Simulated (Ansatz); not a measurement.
Input of an Ansatz 0.2.0 run:

File input.yaml:

```yaml
crystal:
  lattice:
    - [0.0, 2.31, 2.31]
    - [2.31, 0.0, 2.31]
    - [2.31, 2.31, 0.0]
  atoms:
    - { symbol: Hf, position: [0.5, 0.5, 0.5] }
    - { symbol: B, position: [0.0, 0.0, 0.0] }
hamiltonian:
  xc: pbesol
  pseudopotentials: { kind: paw }
kpoints:
  mp_grid: { grid: [8, 8, 8] }
scf:
  occupations: { method: fermi_dirac, width: 0.05 }
  n_extra_bands: 6
output:
  forces: true
  stress: true
  eigenvalues: true
  dos: { projected: false, de: 0.05, nscf_kmesh: { grid: [12, 12, 12] } }
  write_density: true
  write_potential: true
  elf: true
  volumetric_format: npy
```

Potentials or basis: Ansatz PAW.

Run with:

```console
$ ansatz run input.yaml --threads 2 --pin off --max-ram 5632MiB --backend cpu --events-out ev --progress --plain --runs-dir out
```

Q: What does it give for the density of states at the Fermi level?

A: 0.98 states/eV per cell.

Q: What does it give for the pressure?

A: 23.5 GPa.

Q: Predict the band gap on the k mesh.

A: None (metal or under the smearing width).

States per cell in windows of 0.5 eV (zero at the Fermi level; states under -8 eV left out):
```csv
from (eV),total
-8.0,0.10
-7.5,0.14
-7.0,0.27
-6.5,0.39
-6.0,0.49
-5.5,0.40
-5.0,0.06
-4.5,0.07
-4.0,0.20
-3.5,0.35
-3.0,0.40
-2.5,0.43
-2.0,0.28
-1.5,1.70
-1.0,1.04
-0.5,0.60
0.0,0.38
0.5,0.27
1.0,0.19
1.5,0.13
2.0,0.22
2.5,0.30
3.0,0.31
3.5,0.33
4.0,0.37
4.5,0.47
5.0,0.37
5.5,0.62
6.0,0.83
6.5,0.77
7.0,0.80
7.5,0.96
```

Caveat: so large a pressure means that the cell lies far from this level's equilibrium, or that cutoff or potentials fall short; the PAW data sets come from PBE, with cores solved anew for the run's functional, which leaves a small shift of forces and pressure. Spin-orbit coupling is left out, which matters for the levels of Hf.
